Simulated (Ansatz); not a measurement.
# SeO (singlet): wave-function methods side by side, cc-pVDZ

The task here is to estimate one member of a computed series from the others.

Computed with Ansatz 0.2.0, Gaussian basis. Level: cc-pVDZ, core rule «outside noble gas», up to 15 orbitals frozen.

The runs, in order: UHF; CCSD(T) on RHF; CCSD(T) on UHF; BCCD(T) on RHF; CISD; CCSDT(Q) on RHF; CCSDT(Q) on UHF; CCSDTQ on RHF; CASSCF and MRCISD+Q, 12 electrons in 8 orbitals; CASSCF and NEVPT2, 12 electrons in 8 orbitals.

19 further runs of the same task are left out: 7 that didn't finish, 12 set aside as unsound or not needed.

### The geometry

The geometry is a PBE0/def2-TZVP stationary point (not a proven minimum) of the parent state, kept for this charge and spin. No spin-orbit coupling is included. The filled d shell of Se may be among the frozen orbitals whatever the setting's name suggests; the logs give the count.

2 atoms, charge 0, spin multiplicity 1.

Atoms are counted from 1 here; the program's logs count them from 0.

Bond lengths: O1–Se2 1.633 Å.

As a file:

```
O     0.00000    0.00000    0.00000
Se    0.00000    0.00000    1.63280
```

The first run:

Input file in.yaml:

```yaml
crystal:
  periodic: [false, false, false]
  atoms:
    - {symbol: O, position_ang: [0.000000, 0.000000, 0.000000]}
    - {symbol: Se, position_ang: [0.000000, 0.000000, 1.632800]}
basis:
  gaussian: {orbitals: cc-pVDZ}
magnetization: {spin_polarized: true, initial_magnetization: 0}
hamiltonian: {xc: hf}
output: {orbitals: {seedname: orbitals}}
```

Started as:

```
> ansatz run in.yaml --threads 1 --pin off --events-out ev --progress --plain --max-ram 2393MiB
```

Among the steps run: UHF; CCSD(T) on RHF; CCSD(T) on UHF; BCCD(T) on RHF; CISD; CCSDT(Q) on RHF; CCSDT(Q) on UHF; CCSDTQ on RHF; CASSCF and MRCISD+Q, 12 electrons in 8 orbitals; CASSCF and NEVPT2, 12 electrons in 8 orbitals.

One table of the session follows, with a row left open; its other results are not shown here.

```
          method  from RCCSDT(Q) (meV)
             RHF               +9328.6
            RMP2                +770.3
            UMP2                +133.8
            CISD               +1372.0
           RCCSD                +630.0
           UCCSD                 -36.2
        RCCSD(T)                     ?
        UCCSD(T)                -375.9
         BCCD(T)                +262.6
          RCCSDT                +161.0
          UCCSDT                -574.5
       RCCSDT(Q)                     0
       UCCSDT(Q)                -742.4
         RCCSDTQ                 +17.3
  CASSCF valence               +6516.6
  NEVPT2 valence               +1359.9
  MRCISD valence                +672.1
MRCISD+Q valence                +247.0
```

Estimate the missing values for RCCSD(T).

The run gave: from RCCSDT(Q) (meV): +262.4. In the column «from RCCSDT(Q) (meV)» it lies between MRCISD+Q valence (+247.0) and BCCD(T) (+262.6).

Left out of the table: UHF (another determinant or state than the rows shown).

Limits of these values: The determinant is far from a pure spin state, so its energy mixes those of several spin states (harmless only where they are near-degenerate, as at dissociation). The report flags that the cluster equations may have other roots. The program flags UCCSD(T), RCCSDT(Q), UCCSDT(Q), RCCSDTQ as in doubt, so the zero of the table is itself unsure. Warnings: restricted reference is unstable; spin contamination; coupled cluster took another determinant than the lowest. Restricted and unrestricted rows rest on different reference determinants; where their highest levels disagree by more than a few hundredths of an eV, they describe different states and don't form one ladder.
